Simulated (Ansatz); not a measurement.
# K27SCl26 (Sylvite): the cost of one run

Program: Ansatz 0.2.0. Level of theory: DFT, PBE, plane-wave PAW, default files, scalar-relativistic, as far as a step names no other. These are calculated values, not measurements.

### Step 1. Starting point

It takes space group Fm-3m (No. 225, cubic). Conventional cell: a = 18.879 Å, b = 18.879 Å, c = 18.879 Å, α = 90.00°, β = 90.00°, γ = 90.00°. Around K (site symmetry 3m) lie 6 Cl at 3.15 Å. Around K (site symmetry 4mm) lie 5 Cl at 3.15 Å and 1 S at 3.15 Å. Around K (site symmetry mm2) lie 6 Cl at 3.15 Å. K (site symmetry m-3m) has 6 Cl at 3.15 Å as nearest neighbours. S (site symmetry m-3m) has 6 K at 3.15 Å as nearest neighbours. Cl (site symmetry mm2) is surrounded by 6 K at 3.15 Å. Cl (site symmetry 3m) is surrounded by 6 K at 3.15 Å. Cl (site symmetry 4mm) has 6 K at 3.15 Å as nearest neighbours.

As a file:

```
CELL_PARAMETERS angstrom
0.00000 9.43941 9.43941
9.43941 0.00000 9.43941
9.43941 9.43941 0.00000
ATOMIC_POSITIONS crystal
K 0.00000 0.00000 0.00000
K 0.00000 0.00000 0.33333
K 0.00000 0.00000 0.66667
K 0.00000 0.33333 0.00000
K 0.00000 0.33333 0.33333
K 0.00000 0.33333 0.66667
K 0.00000 0.66667 0.00000
K 0.00000 0.66667 0.33333
K 0.00000 0.66667 0.66667
K 0.33333 0.00000 0.00000
K 0.33333 0.00000 0.33333
K 0.33333 0.00000 0.66667
K 0.33333 0.33333 0.00000
K 0.33333 0.33333 0.33333
K 0.33333 0.33333 0.66667
K 0.33333 0.66667 0.00000
K 0.33333 0.66667 0.33333
K 0.33333 0.66667 0.66667
K 0.66667 0.00000 0.00000
K 0.66667 0.00000 0.33333
K 0.66667 0.00000 0.66667
K 0.66667 0.33333 0.00000
K 0.66667 0.33333 0.33333
K 0.66667 0.33333 0.66667
K 0.66667 0.66667 0.00000
K 0.66667 0.66667 0.33333
K 0.66667 0.66667 0.66667
S 0.16667 0.16667 0.16667
Cl 0.16667 0.16667 0.50000
Cl 0.16667 0.16667 0.83333
Cl 0.16667 0.50000 0.16667
Cl 0.16667 0.50000 0.50000
Cl 0.16667 0.50000 0.83333
Cl 0.16667 0.83333 0.16667
Cl 0.16667 0.83333 0.50000
Cl 0.16667 0.83333 0.83333
Cl 0.50000 0.16667 0.16667
Cl 0.50000 0.16667 0.50000
Cl 0.50000 0.16667 0.83333
Cl 0.50000 0.50000 0.16667
Cl 0.50000 0.50000 0.50000
Cl 0.50000 0.50000 0.83333
Cl 0.50000 0.83333 0.16667
Cl 0.50000 0.83333 0.50000
Cl 0.50000 0.83333 0.83333
Cl 0.83333 0.16667 0.16667
Cl 0.83333 0.16667 0.50000
Cl 0.83333 0.16667 0.83333
Cl 0.83333 0.50000 0.16667
Cl 0.83333 0.50000 0.50000
Cl 0.83333 0.50000 0.83333
Cl 0.83333 0.83333 0.16667
Cl 0.83333 0.83333 0.50000
Cl 0.83333 0.83333 0.83333
```

Atom 28 of the input is the impurity.

### Step 2. First run, atoms as given

input.yaml reads:

```yaml
crystal:
  lattice:
    - [0.0, 9.43941, 9.43941]
    - [9.43941, 0.0, 9.43941]
    - [9.43941, 9.43941, 0.0]
  atoms:
    - { symbol: K, position: [0.0, 0.0, 0.0] }
    - { symbol: K, position: [0.0, 0.0, 0.3333333333] }
    - { symbol: K, position: [0.0, 0.0, 0.6666666667] }
    - { symbol: K, position: [0.0, 0.3333333333, 0.0] }
    - { symbol: K, position: [0.0, 0.3333333333, 0.3333333333] }
    - { symbol: K, position: [0.0, 0.3333333333, 0.6666666667] }
    - { symbol: K, position: [0.0, 0.6666666667, 0.0] }
    - { symbol: K, position: [0.0, 0.6666666667, 0.3333333333] }
    - { symbol: K, position: [0.0, 0.6666666667, 0.6666666667] }
    - { symbol: K, position: [0.3333333333, 0.0, 0.0] }
    - { symbol: K, position: [0.3333333333, 0.0, 0.3333333333] }
    - { symbol: K, position: [0.3333333333, 0.0, 0.6666666667] }
    - { symbol: K, position: [0.3333333333, 0.3333333333, 0.0] }
    - { symbol: K, position: [0.3333333333, 0.3333333333, 0.3333333333] }
    - { symbol: K, position: [0.3333333333, 0.3333333333, 0.6666666667] }
    - { symbol: K, position: [0.3333333333, 0.6666666667, 0.0] }
    - { symbol: K, position: [0.3333333333, 0.6666666667, 0.3333333333] }
    - { symbol: K, position: [0.3333333333, 0.6666666667, 0.6666666667] }
    - { symbol: K, position: [0.6666666667, 0.0, 0.0] }
    - { symbol: K, position: [0.6666666667, 0.0, 0.3333333333] }
    - { symbol: K, position: [0.6666666667, 0.0, 0.6666666667] }
    - { symbol: K, position: [0.6666666667, 0.3333333333, 0.0] }
    - { symbol: K, position: [0.6666666667, 0.3333333333, 0.3333333333] }
    - { symbol: K, position: [0.6666666667, 0.3333333333, 0.6666666667] }
    - { symbol: K, position: [0.6666666667, 0.6666666667, 0.0] }
    - { symbol: K, position: [0.6666666667, 0.6666666667, 0.3333333333] }
    - { symbol: K, position: [0.6666666667, 0.6666666667, 0.6666666667] }
    - { symbol: S, position: [0.1666666667, 0.1666666667, 0.1666666667] }
    - { symbol: Cl, position: [0.1666666667, 0.1666666667, 0.5] }
    - { symbol: Cl, position: [0.1666666667, 0.1666666667, 0.8333333333] }
    - { symbol: Cl, position: [0.1666666667, 0.5, 0.1666666667] }
    - { symbol: Cl, position: [0.1666666667, 0.5, 0.5] }
    - { symbol: Cl, position: [0.1666666667, 0.5, 0.8333333333] }
    - { symbol: Cl, position: [0.1666666667, 0.8333333333, 0.1666666667] }
    - { symbol: Cl, position: [0.1666666667, 0.8333333333, 0.5] }
    - { symbol: Cl, position: [0.1666666667, 0.8333333333, 0.8333333333] }
    - { symbol: Cl, position: [0.5, 0.1666666667, 0.1666666667] }
    - { symbol: Cl, position: [0.5, 0.1666666667, 0.5] }
    - { symbol: Cl, position: [0.5, 0.1666666667, 0.8333333333] }
    - { symbol: Cl, position: [0.5, 0.5, 0.1666666667] }
    - { symbol: Cl, position: [0.5, 0.5, 0.5] }
    - { symbol: Cl, position: [0.5, 0.5, 0.8333333333] }
    - { symbol: Cl, position: [0.5, 0.8333333333, 0.1666666667] }
    - { symbol: Cl, position: [0.5, 0.8333333333, 0.5] }
    - { symbol: Cl, position: [0.5, 0.8333333333, 0.8333333333] }
    - { symbol: Cl, position: [0.8333333333, 0.1666666667, 0.1666666667] }
    - { symbol: Cl, position: [0.8333333333, 0.1666666667, 0.5] }
    - { symbol: Cl, position: [0.8333333333, 0.1666666667, 0.8333333333] }
    - { symbol: Cl, position: [0.8333333333, 0.5, 0.1666666667] }
    - { symbol: Cl, position: [0.8333333333, 0.5, 0.5] }
    - { symbol: Cl, position: [0.8333333333, 0.5, 0.8333333333] }
    - { symbol: Cl, position: [0.8333333333, 0.8333333333, 0.1666666667] }
    - { symbol: Cl, position: [0.8333333333, 0.8333333333, 0.5] }
    - { symbol: Cl, position: [0.8333333333, 0.8333333333, 0.8333333333] }
total_charge: -1
kpoints:
  mp_grid: { grid: [2, 2, 2] }
scf:
  occupations: { method: fermi_dirac, width: 0.01 }
hamiltonian:
  xc: pbe
  pseudopotentials: { kind: paw }
output:
  forces: true
  stress: true
  populations: true
  efg:
    quadrupole_moments_barn: { K: 0.0603, S: -0.0694, Cl: -0.08112 }
    contact_densities: true
```

Launch:

```bash
ansatz run input.yaml --threads 4 --pin off --max-ram 8192MiB --backend cpu --events-out ev --progress --plain --runs-dir out
```

What time and memory should one allow on 4 threads of Arm Neoverse V2, shared host?

About 48 s, with a peak of 5.9 GiB.
